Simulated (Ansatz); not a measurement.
# TiC: stress in a strained cell

TiC is deformed so: equal xx and yy strain of -2 %. What stress and forces result, by LAPW, PAW and all-electron datasets made for the crystal?

Computed with Ansatz 0.2.0 (DFT PBEsol, scalar-relativistic, unless a step's input says otherwise).

## (1) The starting structure

It takes space group Fm-3m (No. 225, cubic). The conventional cell has a = 4.328 Å, b = 4.328 Å, c = 4.328 Å, α = 90.00°, β = 90.00°, γ = 90.00°. Ti (site symmetry m-3m) is surrounded by 6 C at 2.16 Å. C (site symmetry m-3m) is surrounded by 6 Ti at 2.16 Å.

Coordinates:

```
CELL_PARAMETERS angstrom
0.00000 2.16400 2.16400
2.16400 0.00000 2.16400
2.16400 2.16400 0.00000
ATOMIC_POSITIONS crystal
Ti 0.00000 0.00000 0.00000
C 0.50000 0.50000 0.50000
```

Atoms are numbered in the order of the input: Ti1, C2.

## (2) The deformed structure

Space group Fm-3m before, I4/mmm after.

## (3) Full-potential LAPW

File input.yaml:

```yaml
crystal:
  lattice:
    - [0.0, 2.12072, 2.164]
    - [2.12072, 0.0, 2.164]
    - [2.12072, 2.12072, 0.0]
  atoms:
    - { symbol: Ti, position: [0.0, 0.0, 0.0] }
    - { symbol: C, position: [0.5, 0.5, 0.5] }
kpoints:
  mp_grid: { grid: [14, 14, 14] }
  band_path:
    path:
      - [0.0, 0.0, 0.0]
      - [0.0, 0.5, 0.5]
      - [0.25, 0.75, 0.5]
      - [0.0, 0.5, 0.0]
      - [0.0, 0.0, 0.0]
      - [0.5, 0.5, 0.0]
      - [0.37005, 0.62995, 0.0]
      - [-0.37005, 0.37005, 0.0]
      - [0.0, 0.0, 0.0]
    npoints: 5
scf:
  occupations: { method: fermi_dirac, width: 0.03 }
hamiltonian:
  xc: pbesol
  pseudopotentials: { kind: all_electron, lapw: { basis_error: 0.00025 } }
output:
  forces: true
  stress: true
  eigenvalues: true
```

Command:

```bash
> ansatz run input.yaml --threads 1 --pin off --max-ram 3072MiB --backend cpu --events-out ev --progress --plain --runs-dir out
```

## (4) Frozen-core PAW

File input.yaml:

```yaml
crystal:
  lattice:
    - [0.0, 2.12072, 2.164]
    - [2.12072, 0.0, 2.164]
    - [2.12072, 2.12072, 0.0]
  atoms:
    - { symbol: Ti, position: [0.0, 0.0, 0.0] }
    - { symbol: C, position: [0.5, 0.5, 0.5] }
kpoints:
  mp_grid: { grid: [14, 14, 14] }
scf:
  occupations: { method: fermi_dirac, width: 0.03 }
hamiltonian:
  xc: pbesol
  pseudopotentials: { kind: paw }
output:
  forces: true
  stress: true
  eigenvalues: true
  efg: { contact_densities: true }
```

## (5) All-electron PAW on datasets made for the crystal

input.yaml, as its differences from that of step 4:

```diff
@@ -14,3 +14,3 @@
   xc: pbesol
-  pseudopotentials: { kind: paw }
+  pseudopotentials: { kind: all_electron, datasets: crystal }
 output:
```

(Steps that only read results are left out.)

**Question.** What will these runs give? Wanted: pressure; largest shear or deviatoric stress.

**Answer**, as computed:

| quantity | value |
| --- | --- |
| pressure | LAPW 4.66, PAW 4.69, crystal datasets 4.67 GPa |
| largest shear or deviatoric stress (LAPW) | 6.01 GPa |

**Reading.** The largest part of the stress beyond the pressure is 6.01 GPa in size, in the zz component; the atoms are carried along and not relaxed. No run of the undeformed cell stands beside it, so the pressure holds what the given cell had before the change. PAW: stress within 0.02 GPa of LAPW. Crystal datasets: stress within 0.01 GPa of LAPW.
